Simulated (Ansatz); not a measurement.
# C2H8O2Si: the cost of one run

Method: RKS PBE-D4/def2-SVP, in Ansatz 0.2.0.

## (1) The structure to begin with

Bond lengths: O1–C2 1.381 Å, C2–C3 1.522 Å, C3–O4 1.432 Å, C3–Si5 1.911 Å, O1–H6 1.009 Å, C2–H7 1.101 Å, C2–H8 1.057 Å, C3–H9 1.157 Å, O4–H10 1.018 Å, Si5–H11 1.514 Å, Si5–H12 1.450 Å, Si5–H13 1.441 Å. Angles (14 of 20 angles, heavy atoms first): O1–C2–C3 108.3°, C2–C3–O4 111.1°, C2–C3–Si5 113.7°, O4–C3–Si5 116.2°, O1–C2–H7 107.0°, O1–C2–H8 109.1°, C3–C2–H7 111.9°, C3–C2–H8 109.1°, C2–O1–H6 109.0°, C2–C3–H9 105.9°, O4–C3–H9 102.6°, Si5–C3–H9 105.9°, C3–O4–H10 102.9°, C3–Si5–H11 109.4°.

Coordinates:

```xyz
13

O    -1.0456    1.7745    1.1044
C    -0.8472    0.4336    0.8386
C     0.3504    0.3033   -0.0912
O     0.1853    1.1108   -1.2621
Si    0.9047   -1.5024   -0.3814
H    -0.8494    2.3068    0.2696
H    -0.6732   -0.0632    1.8056
H    -1.7031    0.0461    0.3554
H     1.2311    0.8221    0.4505
H    -0.5742    0.6445   -1.7539
H     1.1070   -2.1861    0.9546
H    -0.1633   -2.1842   -1.0869
H     2.0980   -1.5404   -1.1882
```

## (2) Relaxing end A

Contents of input.yaml:

```yaml
crystal:
  periodic: [false, false, false]
  atoms:
    - { symbol: O, position_ang: [-1.0456, 1.7745, 1.1044] }
    - { symbol: C, position_ang: [-0.8472, 0.4336, 0.8386] }
    - { symbol: C, position_ang: [0.3504, 0.3033, -0.0912] }
    - { symbol: O, position_ang: [0.1853, 1.1108, -1.2621] }
    - { symbol: Si, position_ang: [0.9047, -1.5024, -0.3814] }
    - { symbol: H, position_ang: [-0.8494, 2.3068, 0.2696] }
    - { symbol: H, position_ang: [-0.6732, -0.0632, 1.8056] }
    - { symbol: H, position_ang: [-1.7031, 0.0461, 0.3554] }
    - { symbol: H, position_ang: [1.2311, 0.8221, 0.4505] }
    - { symbol: H, position_ang: [-0.5742, 0.6445, -1.7539] }
    - { symbol: H, position_ang: [1.107, -2.1861, 0.9546] }
    - { symbol: H, position_ang: [-0.1633, -2.1842, -1.0869] }
    - { symbol: H, position_ang: [2.098, -1.5404, -1.1882] }
basis:
  gaussian: { orbitals: def2-SVP }
hamiltonian:
  xc: pbe
  dispersion: d4
relax:
  f_tol: 0.02
  max_steps: 50
```

The run is started by

```sh
ansatz run input.yaml --threads 2 --pin off --max-ram 3072MiB --backend cpu --events-out ev --progress --plain --runs-dir out
```

Q: Estimate wall time and peak memory on 2 threads of Intel Xeon 6975P-C (Granite Rapids), shared host.

About 12 s, with a peak of 0.16 GiB.
